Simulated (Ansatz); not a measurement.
# HfBe3: the cost of one run

Program: Ansatz 0.2.0. Level of theory: DFT PBE, scalar-relativistic, plane waves, PAW. These are calculated values, not measurements.

## (1) The structure to begin with

Symmetry: Pm-3m, No. 221, cubic system. The conventional cell has a = 3.458 Å, b = 3.458 Å, c = 3.458 Å, α = 90.00°, β = 90.00°, γ = 90.00°. Hf (site symmetry m-3m) has 12 Be at 2.45 Å as nearest neighbours. Be (site symmetry 4/mmm) has 4 Hf at 2.45 Å and 8 Be at 2.45 Å as nearest neighbours.

Structure file:

```
CELL_PARAMETERS angstrom
3.45812 0.00000 0.00000
0.00000 3.45812 0.00000
0.00000 0.00000 3.45812
ATOMIC_POSITIONS crystal
Hf 0.00000 0.00000 0.00000
Be 0.00000 0.50000 0.50000
Be 0.50000 0.00000 0.50000
Be 0.50000 0.50000 0.00000
```

(A quick probe on a coarse mesh, which set the mesh and smearing, is not shown.)

## (3) Rough relaxation on the coarse mesh

Contents of input.yaml:

```yaml
crystal:
  lattice:
    - [3.458122658, 0.0, 0.0]
    - [0.0, 3.458122658, 0.0]
    - [0.0, 0.0, 3.458122658]
  atoms:
    - { symbol: Hf, position: [0.0, 0.0, 0.0] }
    - { symbol: Be, position: [0.0, 0.5, 0.5] }
    - { symbol: Be, position: [0.5, 0.0, 0.5] }
    - { symbol: Be, position: [0.5, 0.5, 0.0] }
basis:
  ecutwfc: 420
kpoints:
  mp_grid: { grid: [6, 6, 6] }
hamiltonian:
  xc: pbe
scf:
  occupations: { method: gaussian, width: 0.1 }
  lower_state_search: "off"
output:
  forces: true
  stress: true
  eigenvalues: true
relax:
  adjacent_minimum: "off"
  f_tol: 0.04
  max_steps: 70
  cell: { stress_tol: 0.4 }
```

The run is started by

```
> ansatz run input.yaml --threads 1 --pin off --max-ram 2560MiB --backend cpu --events-out ev --progress --plain --runs-dir out
```

**Question.** How long does this run take on 1 thread of Intel Xeon Platinum 8259CL at 2.50GHz (Skylake/Cascade Lake), shared host, and how much memory does it need?

About 8.8 s, with a peak of 0.39 GiB.
